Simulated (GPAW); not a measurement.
Hf2Pd2Se2Br2O3:

```xyz
11
Lattice="7.5867 -1.7097 -1.1758 7.5867 1.7097 -1.1758 -2.0245 0.0000 13.0516" Properties=species:S:1:pos:R:3 pbc="T T T"
Hf   14.2165    0.0000   -1.4206
Hf    8.6262    0.0000    2.2691
Pd    1.6873    0.0000    6.2302
Pd    3.3945    0.0000    8.9390
Se   12.2827    0.0000    8.8683
Se   10.7952    0.0000    5.8168
Br    8.8069    0.0000   -0.7891
Br    3.1532    0.0000    3.1608
O     8.2058    0.0000    4.0943
O     5.7021    0.0000    0.0464
O     0.0207    0.0000    2.8206
```

The cell was built by a generator and needn't be a form met in nature.

Base run:

- Program: GPAW 26.7.0
- Functional: PBE
- Potentials or basis: GPAW PAW data sets (gpaw-data 1.2.1)
- Cutoff: 800 eV
- Basis: pw
- k mesh: 8 × 8 × 2
- Occupations: fermi-dirac, width 0.05 eV
- Spin: no spin polarisation

Its results: band gap on the k mesh 0.83 eV, indirect (least direct gap 0.87 eV); pressure 0.4 GPa; largest force 0.411 eV/Å.

Problem. The run is repeated on the same cell with these changes: k mesh from 8 × 8 × 2 to 6 × 6 × 2. What comes out?

Solution. Band gap on the k mesh 0.65 eV, indirect (least direct gap 0.66 eV); pressure 0.4 GPa; largest force 0.408 eV/Å.

Caveats: spin-orbit coupling is left out, which moves the levels of the heavy elements.

Not every run made on this cell is shown here.
